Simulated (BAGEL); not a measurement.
# triplet ScHOF2: levels of theory compared

We compute a comparison of 4 runs (UHF/3-21G, ROHF/6-31G*, ROHF/def2-SVP, UHF/6-31G*) of triplet ScHOF2. 

The calculation is run with BAGEL 1.2.2.

3 further runs of the same task are left out: 1 that didn't finish, 2 set aside as unsound or not needed.

## (1) The structure to begin with

ScHOF2: 5 atoms, total charge 0, spin state triplet. SMILES of the parent species: `[OH][Sc]([F])[F]`. The shape is that of a PBE0-D4/def2-TZVP optimisation. This is one conformer, not always the lowest. That shape belongs to the parent species and isn't relaxed for this state.

Bond lengths: O1–Sc2 1.852 Å, Sc2–F3 1.847 Å, Sc2–F4 1.847 Å, O1–H5 0.952 Å. Angles: O1–Sc2–F3 120.7°, O1–Sc2–F4 120.7°, F3–Sc2–F4 118.6°, Sc2–O1–H5 179.9°.

## (2) The energy at UHF/3-21G (density fitting with qzvpp-jkfit) (run 1)

Input file hf.json:

```json
{ "bagel" : [

{
  "title" : "molecule",
  "basis" : "3-21g.json",
  "df_basis" : "qzvpp-jkfit",
  "angstrom" : "true",
  "geometry" : [
    { "atom" : "O", "xyz" : [      -0.378000,       1.190600,      -0.292600 ] },
    { "atom" : "Sc", "xyz" : [       0.175400,      -0.529500,       0.112900 ] },
    { "atom" : "F", "xyz" : [       1.563500,      -0.818700,       1.296800 ] },
    { "atom" : "F", "xyz" : [      -0.649300,      -1.991500,      -0.658200 ] },
    { "atom" : "H", "xyz" : [      -0.661800,       2.075600,      -0.500500 ] }
  ]
},

{
  "title" : "uhf",
  "charge" : 0,
  "nopen" : 2
},

{
  "title" : "print",
  "file" : "orbitals.molden",
  "orbitals" : "true"
}

]}
```

The basis set 3-21G is read from a file made from the Basis Set Exchange's data (not shown).

On the command line:

```
$ BAGEL_NUM_THREADS=1 BAGEL hf.json > hf.out
```

Log:

```text
* using 1 threads per process

  ===============================================================
  ===============================================================

  *** Geometry ***

  { "atom" : "O", "xyz" : [     -0.714316,      2.249908,     -0.552934 ] },
  { "atom" : "Sc", "xyz" : [      0.331458,     -1.000610,      0.213350 ] },
  { "atom" : "F", "xyz" : [      2.954587,     -1.547119,      2.450597 ] },
  { "atom" : "F", "xyz" : [     -1.226999,     -3.763390,     -1.243818 ] },
  { "atom" : "H", "xyz" : [     -1.250621,      3.922316,     -0.945808 ] },

  Number of auxiliary basis functions:      513

  Since a DF basis is specified, we compute 2- and 3-index integrals:
    o Being stored without compression. Storage requirement is 0.013 GB

  Number of basis functions:       56
  Number of electrons      :       48

    * METHOD: MOLECULE                             0.22

  *** Open-shell HF ***

  === Nuclear Repulsion ===
   204.2399948382

      * DIIS with orbital gradients will be used.

  === UHF iteration (3-21g.json) ===
      0      -1028.66510081          0.06183388           0.10
      1      -1028.80907592          0.05208964           0.10
      2      -1028.89035809          0.03329852           0.10
      3      -1028.95211583          0.00154881           0.10
      4      -1028.95432699          0.00120541           0.09
      5      -1028.95562165          0.00085472           0.10
      6      -1028.95685177          0.00044285           0.10
      7      -1028.95716882          0.00017314           0.10
      8      -1028.95722510          0.00004227           0.10
      9      -1028.95722638          0.00002026           0.10
     10      -1028.95722699          0.00000568           0.10
     11      -1028.95722707          0.00000150           0.10
     12      -1028.95722709          0.00000054           0.11
     13      -1028.95722710          0.00000030           0.11
     14      -1028.95722710          0.00000016           0.12
     15      -1028.95722710          0.00000007           0.10
     16      -1028.95722710          0.00000004           0.10
     17      -1028.95722710          0.00000003           0.09
     18      -1028.95722710          0.00000001           0.09
     19      -1028.95722710          0.00000001           0.10
    * SCF iteration converged.

    * S^2 (UHF) is 2.0046

    * Permanent dipole moment:
           (    0.990750,    -3.081627,     0.725915) a.u.

    * METHOD: UHF                                  2.21

    * METHOD: PRINT                                0.01

  ===============================================================
```

Run time: 2.6 s. Hardware: 1 thread of Arm Neoverse V1, shared host; peak memory 0.089 GiB.

## (3) A single-point energy at ROHF/6-31G(d) (density fitting with qzvpp-jkfit, spherical functions) (run 2)

Input file job.json:

```json
{ "bagel" : [

{
  "title" : "molecule",
  "basis" : "6-31gs.json",
  "df_basis" : "qzvpp-jkfit",
  "angstrom" : true,
  "geometry" : [
    { "atom" : "O", "xyz" : [      -0.378000,       1.190600,      -0.292600 ] },
    { "atom" : "Sc", "xyz" : [       0.175400,      -0.529500,       0.112900 ] },
    { "atom" : "F", "xyz" : [       1.563500,      -0.818700,       1.296800 ] },
    { "atom" : "F", "xyz" : [      -0.649300,      -1.991500,      -0.658200 ] },
    { "atom" : "H", "xyz" : [      -0.661800,       2.075600,      -0.500500 ] }
  ]
},

{
  "title" : "rohf",
  "nopen" : 2
},

{
  "title" : "print",
  "file" : "orbitals.molden",
  "orbitals" : true
}

]}
```

The basis set 6-31G* is read from a file made from the Basis Set Exchange's data (not shown).

On the command line:

```
$ BAGEL_NUM_THREADS=1 BAGEL job.json > job.out
```

Log:

```text
* using 1 threads per process

  ===============================================================
  ===============================================================

  *** Geometry ***

  { "atom" : "O", "xyz" : [     -0.714316,      2.249908,     -0.552934 ] },
  { "atom" : "Sc", "xyz" : [      0.331458,     -1.000610,      0.213350 ] },
  { "atom" : "F", "xyz" : [      2.954587,     -1.547119,      2.450597 ] },
  { "atom" : "F", "xyz" : [     -1.226999,     -3.763390,     -1.243818 ] },
  { "atom" : "H", "xyz" : [     -1.250621,      3.922316,     -0.945808 ] },

  Number of auxiliary basis functions:      513

  Since a DF basis is specified, we compute 2- and 3-index integrals:
    o Being stored without compression. Storage requirement is 0.025 GB

  Number of basis functions:       78
  Number of electrons      :       48

    * METHOD: MOLECULE                             0.32

  *** Open-shell HF ***

  === Nuclear Repulsion ===
   204.2399948382

      * DIIS with orbital gradients will be used.

  === ROHF iteration (6-31gs.json) ===
      0      -1033.73802006          0.04847821           0.15
      1      -1033.88640399          0.04187045           0.14
      2      -1033.98348844          0.02736287           0.14
      3      -1034.07415421          0.00135041           0.15
      4      -1034.07640732          0.00095885           0.15
      5      -1034.07740068          0.00072129           0.15
      6      -1034.07882079          0.00036122           0.14
      7      -1034.07914652          0.00015022           0.17
      8      -1034.07921695          0.00003722           0.15
      9      -1034.07922128          0.00001661           0.14
     10      -1034.07922155          0.00000509           0.15
     11      -1034.07922211          0.00000156           0.15
     12      -1034.07922209          0.00000080           0.14
     13      -1034.07922210          0.00000048           0.14
     14      -1034.07922211          0.00000026           0.14
     15      -1034.07922211          0.00000011           0.15
     16      -1034.07922211          0.00000004           0.14
     17      -1034.07922211          0.00000002           0.14
     18      -1034.07922211          0.00000001           0.15
    * SCF iteration converged.

    * S^2 (ROHF) is 2.0000

    * Permanent dipole moment:
           (    1.001049,    -3.113551,     0.733466) a.u.

    * METHOD: ROHF                                 3.04

    * METHOD: PRINT                                0.02

  ===============================================================
```

It took 3.6 s on 1 thread of Arm Neoverse V1, shared host; peak memory 0.12 GiB.

Run 3 isn't shown in full; the table further down has it.

## (4) A single-point energy at UHF/6-31G(d) (density fitting with qzvpp-jkfit, spherical functions) (run 4)

Input file input.json:

```json
{ "bagel" : [

{
  "title" : "molecule",
  "basis" : "6-31gs.json",
  "df_basis" : "qzvpp-jkfit",
  "angstrom" : true,
  "geometry" : [
    { "atom" : "O", "xyz" : [   -0.378000,    1.190600,   -0.292600 ] },
    { "atom" : "Sc", "xyz" : [    0.175400,   -0.529500,    0.112900 ] },
    { "atom" : "F", "xyz" : [    1.563500,   -0.818700,    1.296800 ] },
    { "atom" : "F", "xyz" : [   -0.649300,   -1.991500,   -0.658200 ] },
    { "atom" : "H", "xyz" : [   -0.661800,    2.075600,   -0.500500 ] }
  ]
},
{
  "title" : "uhf",
  "nopen" : 2
},
{
  "title" : "print",
  "file" : "orbitals.molden",
  "orbitals" : true
}

]}
```

The basis set 6-31G* is read from a file made from the Basis Set Exchange's data (not shown).

On the command line:

```
$ BAGEL_NUM_THREADS=1 BAGEL input.json > input.out
```

Log:

```text
* using 1 threads per process

  ===============================================================
  ===============================================================

  *** Geometry ***

  { "atom" : "O", "xyz" : [     -0.714316,      2.249908,     -0.552934 ] },
  { "atom" : "Sc", "xyz" : [      0.331458,     -1.000610,      0.213350 ] },
  { "atom" : "F", "xyz" : [      2.954587,     -1.547119,      2.450597 ] },
  { "atom" : "F", "xyz" : [     -1.226999,     -3.763390,     -1.243818 ] },
  { "atom" : "H", "xyz" : [     -1.250621,      3.922316,     -0.945808 ] },

  Number of auxiliary basis functions:      513

  Since a DF basis is specified, we compute 2- and 3-index integrals:
    o Being stored without compression. Storage requirement is 0.025 GB

  Number of basis functions:       78
  Number of electrons      :       48

    * METHOD: MOLECULE                             0.33

  *** Open-shell HF ***

  === Nuclear Repulsion ===
   204.2399948382

      * DIIS with orbital gradients will be used.

  === UHF iteration (6-31gs.json) ===
      0      -1033.73802006          0.04847821           0.14
      1      -1033.88951725          0.04191551           0.14
      2      -1033.98763303          0.02740480           0.15
      3      -1034.07848392          0.00137670           0.15
      4      -1034.08096034          0.00098576           0.15
      5      -1034.08204486          0.00074940           0.15
      6      -1034.08364761          0.00037336           0.13
      7      -1034.08398513          0.00015411           0.17
      8      -1034.08405428          0.00003583           0.18
      9      -1034.08405610          0.00001481           0.16
     10      -1034.08405668          0.00000429           0.15
     11      -1034.08405678          0.00000112           0.17
     12      -1034.08405680          0.00000037           0.15
     13      -1034.08405680          0.00000022           0.16
     14      -1034.08405680          0.00000012           0.15
     15      -1034.08405680          0.00000005           0.14
     16      -1034.08405680          0.00000002           0.14
     17      -1034.08405680          0.00000001           0.14
    * SCF iteration converged.

    * S^2 (UHF) is 2.0067

    * Permanent dipole moment:
           (    1.005841,    -3.128456,     0.736977) a.u.

    * METHOD: UHF                                  2.99

    * METHOD: PRINT                                0.02

  ===============================================================
```

Wall time 3.6 s (1 thread of Arm Neoverse V1, shared host); peak memory 0.12 GiB.

## (5) All runs side by side

| run | level | energy (Eh) | dipole moment (D) | ⟨S²⟩ | wall time |
| --- | --- | --- | --- | --- | --- |
| 1 | UHF/3-21G (density fitting with qzvpp-jkfit) | -1028.957227 | 8.43 | 2.005 | 2.6 s |
| 2 | ROHF/6-31G* (density fitting with qzvpp-jkfit, spherical functions) | -1034.079222 | 8.52 | 2.000 | 3.6 s |
| 3 | ROHF/def2-SVP (density fitting with qzvpp-jkfit) | -1033.823831 | 9.12 | 2.000 | 3.9 s |
| 4 | UHF/6-31G* (density fitting with qzvpp-jkfit, spherical functions) | -1034.084057 | 8.56 | 2.007 | 3.6 s |

## (6) Summary of results

| quantity | value |
| --- | --- |
| run 4: total energy | -1034.08406 Eh |
| run 4: dipole moment | 8.56 D |
| run 4: ⟨S²⟩ | 2.007 |

In words: The dipole moment (its size) runs from 8.43 D (UHF/3-21G) to 9.12 D (ROHF/def2-SVP). The two ends differ in method and basis. All runs together took 14 s, the longest 3.9 s.
